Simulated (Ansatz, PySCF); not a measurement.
## What spin-orbit coupling does to the gap of closed-shell molecules

Computed with Ansatz 0.2.0: PBE, plane waves with PAW datasets (4f of lanthanides and 5f of actinides in the valence), each neutral molecule in a periodic box with 9 Å of vacuum, at a geometry relaxed with Gaussian bases at the level named. Gaps are between the highest filled and the lowest empty Kohn–Sham level. The spin-orbit runs use fully relativistic datasets of their own, so changes of a few hundredths of an eV needn't come from the coupling.

```
compound  geometry from  point group  M–first ligand (Å)  gap, scalar-relativistic (eV)  gap with spin-orbit coupling (eV)  change (eV)
 Tl(CCH)         r2SCAN          C∞v               2.316                           3.66                               3.27        -0.40
 Bi(CN)3         r2SCAN          C3v               2.234                           4.97                               4.44        -0.53
Pt(H2O)3         r2SCAN          C3h               2.403                           0.87                               0.55        -0.32
  Tl(OH)           PBE0           Cs               2.135                           3.60                               3.32        -0.28
```

(1) What follows for compound TlF, geometry from B3LYP, point group C∞v, M–first ligand (Å) 2.104, gap, scalar-relativistic (eV) 4.49?

One start shape was tried for each compound. Distances are means of the shortest metal–ligand contacts. Not shown here to be minima: Tl(CCH), Bi(CN)3, Pt(H2O)3.

Answers

(1) gap with spin-orbit coupling (eV): 4.08, change (eV): -0.42.
